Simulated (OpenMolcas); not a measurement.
# Nb³⁺ among point charges: CASSCF and CASPT2 levels and susceptibility

How does a field of 6 point charges split the states of Nb³⁺, and what χT follows?

Method: state-averaged CASSCF and CASPT2, spin-orbit coupling by RASSI with atomic mean-field integrals. Code: OpenMolcas 26.06.

## 1. Starting point

- Species: Nb³⁺ (niobium, Z = 41, 38 electrons)
- Basis: ANO-RCC-VDZP [6s5p3d1f], 43 functions
- Scalar Hamiltonian: DKH2, point nucleus
- Inactive shells: 1s 2s 2p 3s 3p 3d 4s 4p
- Active space: 2 electrons in 5 orbitals (4d)
- Some configurations of this space: 4d2
- Orbitals: optimised for each spin and parity, averaged over all roots

Outer shells as boxes (Hund's rule):

4d2
```
4d [↑ ][↑ ][  ][  ][  ]
```

The ion sits among 6 point charges of -1 e arranged as a trigonal prism (D3h), 1.97 Å from the ion, with a polar angle of 56.0° against the regular 49.1°.

Each step is its own input file, run in one work folder so that later steps find the files of earlier ones. Labels, J, g values, rates, χT and fits are worked out afterwards by a script from the matrices that RASSI stores.

## 2. One- and two-electron integrals

File a.inp:

```
&GATEWAY
Coord
1

Nb 0.0 0.0 0.0
Basis=ANO-RCC-VDZP
Group=NoSym
NoMove
AngMom=0.0 0.0 0.0
AMFI
XField
6 Angstrom 0
1.632704 0.000000 1.102351 -1.000000
-0.816352 1.413963 1.102351 -1.000000
-0.816352 -1.413963 1.102351 -1.000000
1.632704 0.000000 -1.102351 -1.000000
-0.816352 1.413963 -1.102351 -1.000000
-0.816352 -1.413963 -1.102351 -1.000000
&SEWARD
```

The run is started by

```sh
$ OMP_NUM_THREADS=1 MOLCAS_MEM=1689 MOLCAS_PROJECT=a pymolcas a.inp > a.log
```

## 3. CASSCF: triplets, 10 roots

File a.inp:

```
&RASSCF
FileOrb=start.orb
Symmetry=1
Spin=3
nActEl=2 0 0
Inactive=18
Ras2=5
CIRoot=10 10 1
SDav=10
CIMx=300
Iter=120 100
PrWF=0.3
OrbListing=Nothing
MaxOrb=0
>>> COPY $Project.JobIph JOB001
```

start.orb holds the contracted functions of the basis, ordered by shell, or the orbitals of the step before.

## 4. CASSCF: singlets, 15 roots

File a.inp:

```
&RASSCF
FileOrb=start.orb
Symmetry=1
Spin=1
nActEl=2 0 0
Inactive=18
Ras2=5
CIRoot=15 15 1
SDav=15
CIMx=300
Iter=120 100
PrWF=0.3
OrbListing=Nothing
MaxOrb=0
>>> COPY $Project.JobIph JOB002
```

## 5. RASSI: spin-orbit coupling between the states

File a.inp:

```
&RASSI
NrOfJobIphs=2 10 15
1 2 3 4 5 6 7 8 9 10
1 2 3 4 5 6 7 8 9 10 11 12 13 14 15
IphNames
JOB001
JOB002
EJob
SpinOrbit
DIPRint=1.0
SOCoupling=1000.0
Subsets=2
Property=9
'ANGMOM' 1 'ANGMOM' 2 'ANGMOM' 3 'MLTPL  1' 1 'MLTPL  1' 2 'MLTPL  1' 3
'AMFI' 1 'AMFI' 2 'AMFI' 3
SOProperty=3
'ANGMOM' 1 'ANGMOM' 2 'ANGMOM' 3
```

## 6. CASPT2: IPEA 0.25, imaginary shift 0.1 (closed shells correlated: 4s 4p)

File a.inp:

```
>>> COPY JOB001 $Project.JobIph
&CASPT2
Multistate=10 1 2 3 4 5 6 7 8 9 10
NoMult
Frozen=14
IPEA=0.25
Imaginary=0.1
MaxIter=60
WThr=0.0 0.3 0.05
PrWF=0.5
NoMix
>>> COPY JOB002 $Project.JobIph
&CASPT2
Multistate=15 1 2 3 4 5 6 7 8 9 10 11 12 13 14 15
NoMult
Frozen=14
IPEA=0.25
Imaginary=0.1
MaxIter=60
WThr=0.0 0.3 0.05
PrWF=0.5
NoMix
```

(Steps that only read results are left out.)

Before running it: what results should come out? Wanted: spin-free ground state; first state of the same spin within the active space; lowest level; next level.

The runs gave:

```
                                            quantity                                                                        value
                                              method  SS-CASPT2, IPEA 0.25, imaginary shift 0.1 (closed shells correlated: 4s 4p)
                              spin-free ground state                                               3E, 2-fold in its orbital part
first state of the same spin within the active space                                                              3E at 4640 cm⁻¹
                                        lowest level                                               2-fold E, g = 0.00, 0.00, 0.08
                                          next level                                                                   529.3 cm⁻¹
                                         χT at 300 K                                                               0.31 cm³ K/mol
                           effective moment at 300 K                                                                      1.58 μB
```

Cost by method:

| method | time of its own steps | time with the reference |
| --- | --- | --- |
| A. CASSCF | 4.8 s | 4.8 s |
| B. SS-CASPT2, IPEA 0.25, imaginary shift 0.1, +4s 4p | 2.1 s | 7 s |

Times are of one thread on a shared host.

The spin-free ground state (3E) comes to 100 % from free-ion F terms and keeps the highest spin of the shell. χT at 300 K is 0.31, against 1.00 cm³ K/mol for the spin alone, so spin-orbit coupling lowers it. CASPT2 does not keep the components of a term degenerate, and the means are used. The field of point charges can differ much from that of real complexes. This is an electrostatic model: the charges have no orbitals.
